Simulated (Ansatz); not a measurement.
# SiCNCl2F (SMILES N#C[Si](F)(Cl)Cl), step by step

We compute a series of 16 runs (HF/STO-3G, UHF/STO-3G, HF/3-21G, UHF/3-21G, HF/6-31G*, B3LYP/6-31G*, PBE/def2-SVP, MP2/6-31G*) of CCl2FNSi. 

The results are computed with Ansatz 0.2.0.

## Step 1: Starting point

SiCNCl2F has 6 atoms, charge 0, and is taken as a singlet. SMILES: `N#C[Si](F)(Cl)Cl`. The coordinates come from a PBE0-D4/def2-TZVP relaxation. The run starts from this shape.

Bond lengths: N1–C2 1.151 Å, C2–Si3 1.830 Å, Si3–F4 1.572 Å, Si3–Cl5 2.006 Å, Si3–Cl6 2.006 Å. Angles: N1–C2–Si3 179.1°, C2–Si3–F4 107.4°, C2–Si3–Cl5 109.0°, C2–Si3–Cl6 109.0°, F4–Si3–Cl5 109.6°, F4–Si3–Cl6 109.6°, Cl5–Si3–Cl6 112.0°.

## Step 2: A geometry optimisation at HF/STO-3G (start density atoms) (run 1)

run.yaml reads:

```yaml
crystal:
  periodic: [false, false, false]
  atoms:
    - {symbol: "N", position_ang: [1.752600, -1.361000, 1.114200]}
    - {symbol: C, position_ang: [0.923100, -0.763300, 0.585900]}
    - {symbol: Si, position_ang: [-0.381900, 0.210300, -0.249400]}
    - {symbol: F, position_ang: [-1.471500, -0.801900, -0.758800]}
    - {symbol: Cl, position_ang: [0.422900, 1.177100, -1.812500]}
    - {symbol: Cl, position_ang: [-1.203100, 1.474700, 1.074300]}
basis:
  gaussian: {orbitals: STO-3G}
hamiltonian: {xc: hf}
relax: {f_tol: 0.002}
output: {orbitals: {seedname: orbitals}}
```

On the command line:

```
$ ansatz run run.yaml --threads 1 --pin off --max-ram 3480MiB --events-out events.jsonl --progress --plain --runs-dir runs
```

Log:

```text
Warning: RAYON_NUM_THREADS=1 ignored (pool sized by the plan → 1); use --threads N
The last accepted step is kept in runs//last_step.txt (removed where the run ends without a failure and the disk answers)
[... 62 lines left out ...]
Total energy: -37662.55818480 eV, -1384.0734846925 hartree
[... 6 lines left out ...]
Dipole moment:    -0.238834    -0.190033    -0.114918 e Å
```

Wall time 10 s (1 thread of Arm Neoverse V2, shared host); peak memory 0.13 GiB.

Steps, from the record of the run:

```csv
step,energy from the first frame kept (eV),largest force (eV/Å)
1,0.0000,2.2860
2,-0.1134,0.9515
3,-0.1378,0.3154
4,-0.1392,0.0574
5,-0.1393,0.0155
6,-0.1393,0.0054
7,-0.1393,0.0029
8,-0.1393,0.0001
```

After the run. Bond lengths: N1–C2 1.156 Å, C2–Si3 1.813 Å, Si3–F4 1.594 Å, Si3–Cl5 2.070 Å, Si3–Cl6 2.070 Å. Angles: N1–C2–Si3 180.0°, C2–Si3–F4 110.5°, C2–Si3–Cl5 109.1°, C2–Si3–Cl6 109.1°, F4–Si3–Cl5 109.1°, F4–Si3–Cl6 109.1°, Cl5–Si3–Cl6 109.9°.

## Step 3: The harmonic vibrations at HF/STO-3G (start density atoms) (run 2)

run.yaml reads:

```yaml
crystal:
  periodic: [false, false, false]
  atoms:
    - {symbol: "N", position_ang: [1.769016, -1.362137, 1.123833]}
    - {symbol: C, position_ang: [0.933725, -0.764882, 0.591888]}
    - {symbol: Si, position_ang: [-0.376351, 0.171147, -0.242350]}
    - {symbol: F, position_ang: [-1.508992, -0.813266, -0.778766]}
    - {symbol: Cl, position_ang: [0.440903, 1.200907, -1.841708]}
    - {symbol: Cl, position_ang: [-1.216202, 1.504131, 1.100803]}
basis:
  gaussian:
    orbitals: STO-3G
hamiltonian:
  xc: hf
phonons:
  temperatures: {t_min: 298.15, t_max: 298.15, t_step: 1}
```

On the command line:

```
$ ansatz run run.yaml --threads 1 --pin off --max-ram 3480MiB --events-out events.jsonl --progress --plain --runs-dir runs
```

Log:

```text
Warning: RAYON_NUM_THREADS=1 ignored (pool sized by the plan → 1); use --threads N
[... 128 lines left out ...]
Total energy: -37662.55816575 eV, -1384.0734839927 hartree
[... 6 lines left out ...]
Dipole moment:    -0.238835    -0.190032    -0.114920 e Å
Vibrations: 126.57 145.04 198.42 259.52 278.82 463.65 466.23 538.37 736.47 774.34 1020.34 2698.74 cm⁻¹, zero-point energy 0.477741 eV
```

It took 14 s on 1 thread of Arm Neoverse V2, shared host; peak memory 0.096 GiB.

Run 3 isn't shown in full; the table further down has it.

## Step 4: The doublet cation: a structure relaxation at UHF/STO-3G (start density atoms) (run 4)

input.yaml reads:

```yaml
crystal:
  periodic: [false, false, false]
  atoms:
    - {symbol: N, position_ang: [1.769016, -1.362137, 1.123833]}
    - {symbol: C, position_ang: [0.933725, -0.764882, 0.591888]}
    - {symbol: Si, position_ang: [-0.376351, 0.171147, -0.242350]}
    - {symbol: F, position_ang: [-1.508992, -0.813266, -0.778766]}
    - {symbol: Cl, position_ang: [0.440903, 1.200907, -1.841708]}
    - {symbol: Cl, position_ang: [-1.216202, 1.504131, 1.100803]}
basis:
  gaussian:
    orbitals: STO-3G
total_charge: 1
magnetization:
  spin_polarized: true
  initial_magnetization: 1
hamiltonian:
  xc: hf
relax: {}
```

On the command line:

```
$ ansatz run input.yaml --threads 1 --pin off --max-ram 3480MiB --events-out events.jsonl --progress --plain --runs-dir runs
```

Log (excerpt; [...] marks lines left out):

```text
Warning: RAYON_NUM_THREADS=1 ignored (pool sized by the plan → 1); use --threads N
[... 1 set-up line as earlier in the session ...]
[... 25 lines left out ...]
WARN: the results are in doubt because the forces break the atoms' symmetry
[... 74 lines left out ...]
Total energy: -37652.93807195 eV, -1383.7199520660 hartree
[... 6 lines left out ...]
Dipole moment:    -0.392454    -0.037666     0.171089 e Å
```

Run time: 38 s. Hardware: 1 thread of Arm Neoverse V2, shared host; peak memory 0.13 GiB.

Steps, from the record of the run:

```
step  energy from the first frame kept (eV)  largest force (eV/Å)
   1                                 0.0000                6.9903
   2                                -0.9115                2.1269
   3                                -1.0252                1.3256
   4                                -1.0523                1.0347
   5                                -1.0616                0.5755
   6                                -1.0617                0.4773
   7                                -1.0659                0.0535
   8                                -1.0660                0.0366
   9                                -1.0661                0.0239
  10                                -1.0662                0.0045
```

After the run. Bond lengths: N1–C2 1.194 Å, C2–Si3 1.778 Å, Si3–F4 1.573 Å, Si3–Cl5 2.035 Å, Si3–Cl6 2.463 Å. Angles: N1–C2–Si3 179.2°, C2–Si3–F4 118.1°, C2–Si3–Cl5 119.6°, C2–Si3–Cl6 98.5°, F4–Si3–Cl5 116.6°, F4–Si3–Cl6 97.1°, Cl5–Si3–Cl6 98.3°.

Runs 5 to 15 aren't shown in full; the table further down has their settings and results.

## Step 5: The harmonic vibrations at MP2/6-31G(d) (Cartesian functions, start density atoms) (run 16)

molecule.yaml reads:

```yaml
crystal:
  periodic: [false, false, false]
  atoms:
    - {symbol: "N", position_ang: [1.776379, -1.375738, 1.129367]}
    - {symbol: C, position_ang: [0.921919, -0.761018, 0.584831]}
    - {symbol: Si, position_ang: [-0.381546, 0.213567, -0.249639]}
    - {symbol: F, position_ang: [-1.491530, -0.810504, -0.769213]}
    - {symbol: Cl, position_ang: [0.423442, 1.185662, -1.818003]}
    - {symbol: Cl, position_ang: [-1.206564, 1.483932, 1.076356]}
basis:
  gaussian: {orbitals: "6-31G*"}
total_charge: 0
correlation: {method: mp2}
phonons: {temperatures: {t_min: 298.15, t_max: 298.15, t_step: 1}}
```

On the command line:

```
$ ansatz run molecule.yaml --threads 1 --pin off --max-ram 3480MiB --events-out events.jsonl --progress --plain --runs-dir runs
```

Log:

```text
Warning: RAYON_NUM_THREADS=1 ignored (pool sized by the plan → 1); use --threads N
[... 27 lines left out ...]
18 core orbitals not correlated: weight in the atoms' cores, before any rotation towards them, 1.000 or more for the frozen orbitals, at most 0.000 for the correlated occupied ones
[... 64 lines left out ...]
18 core orbitals not correlated: weight in the atoms' cores, before any rotation towards them, 1.000 or more for the frozen orbitals, at most 0.000 for the correlated occupied ones
[... 64 lines left out ...]
18 core orbitals not correlated: weight in the atoms' cores, before any rotation towards them, 1.000 or more for the frozen orbitals, at most 0.000 for the correlated occupied ones
[... 64 lines left out ...]
18 core orbitals not correlated: weight in the atoms' cores, before any rotation towards them, 1.000 or more for the frozen orbitals, at most 0.000 for the correlated occupied ones
[... 61 lines left out ...]
Dipole moment:    -0.217478     0.255288    -0.148768 e Å
[... 1 line left out ...]
Checks for a lower state left out: cluster_reference
```

Wall time 3.2 min (1 thread of Arm Neoverse V2, shared host); peak memory 0.26 GiB.

## Step 6: The series

```csv
run,level,task,walk f tol,partner,energy (Eh),dipole moment (D),wall time
1,HF/STO-3G (start density atoms),optimise,0.002,base,-1384.073485,1.57,10 s
2,HF/STO-3G (start density atoms),frequencies,–,base,-1384.073484,1.57,14 s
3,UHF/STO-3G (start density atoms),energy,–,cation,-1383.680761,–,6.9 s
4,UHF/STO-3G (start density atoms),optimise,–,cation,-1383.719952,–,38 s
5,HF/3-21G (start density atoms),optimise,0.002,base,-1392.844041,0.46,9.6 s
6,HF/3-21G (start density atoms),frequencies,–,base,-1392.844041,0.46,31 s
7,UHF/3-21G (start density atoms),energy,–,cation,-1392.387664,–,13 s
8,UHF/3-21G (start density atoms),optimise,–,cation,-1392.425306,–,66 s
9,"HF/6-31G* (Cartesian functions, start density atoms)",optimise,0.002,base,-1399.809423,1.87,19 s
10,"HF/6-31G* (Cartesian functions, start density atoms)",frequencies,–,base,-1399.809423,1.87,45 s
11,"B3LYP/6-31G* (Cartesian functions, start density atoms)",optimise,0.002,base,-1402.734039,1.76,40 s
12,"B3LYP/6-31G* (Cartesian functions, start density atoms)",frequencies,–,base,-1402.734039,1.76,2 min
13,PBE/def2-SVP (start density atoms),optimise,0.002,base,-1401.487810,2.01,24 s
14,PBE/def2-SVP (start density atoms),frequencies,–,base,-1401.487810,2.01,61 s
15,"MP2/6-31G* (Cartesian functions, start density atoms)",optimise,0.002,base,-1400.597434,1.76,46 s
16,"MP2/6-31G* (Cartesian functions, start density atoms)",frequencies,–,base,-1400.597434,1.76,3.2 min
```

## Step 7: Outcome

| quantity | value |
| --- | --- |
| run 16, MP2/6-31G*: total energy | -1400.59743 Eh |
| run 16, MP2/6-31G*: dipole moment (correlated density) | 1.76 D |
| run 16, MP2/6-31G*: correlation energy (18 core orbitals frozen) | -794.7 mEh |
| run 16, MP2/6-31G*: largest force on an atom | 0.001 eV/Å |
| run 16, MP2/6-31G*: lowest harmonic wavenumber | 110 cm⁻¹ |
| run 16, MP2/6-31G*: highest harmonic wavenumber | 2131 cm⁻¹ |
| run 16, MP2/6-31G*: zero-point energy | 39.9 kJ/mol |
| vertical ionisation energy (to the doublet cation), HF/STO-3G | 10.687 eV |
| vertical ionisation energy (to the doublet cation), HF/3-21G | 12.419 eV |
| adiabatic ionisation energy (to the doublet cation, no zero-point term), HF/STO-3G | 9.620 eV |
| adiabatic ionisation energy (to the doublet cation, no zero-point term), HF/3-21G | 11.394 eV |

At HF/STO-3G: the vertical ionisation energy comes to 10.69 eV (1031 kJ/mol). In a minimal basis such a difference can be off by several eV, whatever the method. At HF/3-21G: the vertical ionisation energy comes to 12.42 eV (1198 kJ/mol). At HF/STO-3G: the adiabatic ionisation energy (to the doublet cation, no zero-point term) is 9.62 eV (222 kcal/mol). Its partner is spin-contaminated (⟨S²⟩ = 1.15 against 0.75), so the difference is in doubt. At HF/3-21G: the adiabatic ionisation energy (to the doublet cation, no zero-point term) is 11.39 eV (1099 kJ/mol). Totals of different functionals can't be ranked against each other. In runs 15, 16 the log says that unrestricted orbitals would lower the reference, so the values rest on an unstable closed-shell determinant (other closed-shell runs at this shape may share the fault). In runs 1, 2, 3, 4 the basis is minimal, so the values are rough. Spin contamination of the reference: run 4 ⟨S²⟩ = 1.15, run 3 ⟨S²⟩ = 0.86. All runs together took 12 min, the longest 3.2 min.
